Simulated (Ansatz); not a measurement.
# CH₈AsBSi: up Jacob's ladder to CCSD(T)

How much do the methods differ for CH₈AsBSi? The plan is to run it at one geometry with functionals of several rungs and with coupled cluster, and see how far each lands from CCSD(T) at the basis-set limit for the atomisation energy.

Program: Ansatz 0.2.0, Gaussian basis. Level of theory: functionals in def2-TZVPP, the program's frozen cores in correlated methods. These are calculated values, not measurements.

Levels to be run: PBE-D4, r2SCAN-D4, PBE0-D4, B3LYP-D4, ωB97X-V, ωB97M-V, B2PLYP; CCSD(T)/def2-TZVPP; MP2/def2-QZVPP; extrapolation to the limit.

### Step 1. The relaxed structure

The geometry comes from an earlier relaxation with PBE0-D4 in a triple-zeta def2 set; it is a stationary point, not always the lowest conformer.

SMILES `B[AsH]C[SiH3]`, 12 atoms, charge 0, spin multiplicity 1.

Atoms are counted from 1 here; the program's logs count them from 0.

Bond lengths: B1–As2 1.972 Å, B1–H5 1.195 Å, B1–H6 1.193 Å, As2–C3 1.972 Å, As2–H7 1.515 Å, C3–Si4 1.868 Å, C3–H8 1.091 Å, C3–H9 1.093 Å, Si4–H10 1.488 Å, Si4–H11 1.487 Å, Si4–H12 1.491 Å. Angles: As2–B1–H5 119.3°, As2–B1–H6 119.4°, H5–B1–H6 120.5°, B1–As2–C3 104.6°, B1–As2–H7 100.7°, C3–As2–H7 100.9°, As2–C3–Si4 111.9°, As2–C3–H8 108.3°, As2–C3–H9 105.9°, Si4–C3–H8 112.3°, Si4–C3–H9 110.7°, H8–C3–H9 107.5°, C3–Si4–H10 108.9°, C3–Si4–H11 109.7°, C3–Si4–H12 112.2°, H10–Si4–H11 108.6°, H10–Si4–H12 109.0°, H11–Si4–H12 108.5°.

As a file:

| atom | x (Å) | y (Å) | z (Å) |
| --- | --- | --- | --- |
| B1 | -0.20179 | 2.13046 | -0.41332 |
| As2 | 0.05954 | 1.10471 | 1.25054 |
| C3 | -0.61354 | -0.70027 | 0.83118 |
| Si4 | 0.34263 | -1.49367 | -0.56429 |
| H5 | -1.19641 | 1.96336 | -1.05380 |
| H6 | 0.53653 | 3.03272 | -0.66641 |
| H7 | 1.55568 | 0.86944 | 1.20429 |
| H8 | -0.58538 | -1.29757 | 1.74429 |
| H9 | -1.66307 | -0.57118 | 0.55487 |
| H10 | 0.20085 | -0.65297 | -1.78383 |
| H11 | 1.78344 | -1.56907 | -0.20388 |
| H12 | -0.14137 | -2.87106 | -0.86574 |

### Step 2. PBE-D4 (GGA)

in.yaml

```yaml
crystal:
  periodic: [false, false, false]
  atoms:
    - {symbol: B, position_ang: [-0.201793, 2.130459, -0.413321]}
    - {symbol: As, position_ang: [0.059540, 1.104713, 1.250539]}
    - {symbol: C, position_ang: [-0.613540, -0.700272, 0.831180]}
    - {symbol: Si, position_ang: [0.342631, -1.493670, -0.564287]}
    - {symbol: H, position_ang: [-1.196408, 1.963359, -1.053804]}
    - {symbol: H, position_ang: [0.536526, 3.032721, -0.666410]}
    - {symbol: H, position_ang: [1.555679, 0.869440, 1.204295]}
    - {symbol: H, position_ang: [-0.585383, -1.297572, 1.744293]}
    - {symbol: H, position_ang: [-1.663068, -0.571178, 0.554868]}
    - {symbol: H, position_ang: [0.200847, -0.652965, -1.783834]}
    - {symbol: H, position_ang: [1.783435, -1.569074, -0.203880]}
    - {symbol: H, position_ang: [-0.141368, -2.871061, -0.865740]}
basis:
  gaussian: {orbitals: def2-TZVPP}
hamiltonian: {xc: pbe, dispersion: d4}
output: {forces: true, orbitals: {seedname: orbitals}}
```

Run with:

```console
$ ansatz run in.yaml --threads 4 --pin off --events-out ev --progress --plain --max-ram 10444MiB
```

Further steps of the session: r2SCAN-D4 (meta-GGA); PBE0-D4 (hybrid); B3LYP-D4 (hybrid); ωB97X-V (range-separated); ωB97M-V (range-separated); B2PLYP (double hybrid); CCSD(T) in def2-TZVPP; MP2 in def2-QZVPP.

Q: Predict the results of all the runs planned. Wanted: atomisation energy, CCSD(T)/CBS; farthest; mean size of error, hybrid; mean size of error, range-separated; gap, smallest and largest; T1 diagnostic; triples share of the correlation energy.

**Answer**, as computed:

```
                               quantity                                                           value
        atomisation energy, CCSD(T)/CBS                                                       39.174 eV
    functionals within 0.392 eV (1.0 %)  PBE-D4, r2SCAN-D4, PBE0-D4, B3LYP-D4, ωB97X-V, ωB97M-V, B2PLYP
                               farthest                                              B2PLYP (-0.383 eV)
             mean size of error, hybrid                                                        0.154 eV
    mean size of error, range-separated                                                        0.247 eV
              gap, smallest and largest                             3.11 eV (PBE-D4), 9.24 eV (ωB97X-V)
                          T1 diagnostic                                                          0.0137
triples share of the correlation energy                                                           3.7 %
```

In words: PBE-D4 is off by +0.194 eV. Double hybrids carry the basis error of their MP2 part in triple zeta, and no dispersion term here, so their miss is partly the set-up's. Misses under about 0.392 eV are within the doubt on the reference itself, which lacks core-valence correlation, relativity and higher excitations, and its outer-core shells are covered unevenly. Hartree-Fock recovers 75 % of the binding; the rest is correlation. The gap grows from 3.1 to 9.2 eV across the functionals, mostly with the share of exact exchange. Correlated methods include outer-core shells of As, which these sets cover unevenly.
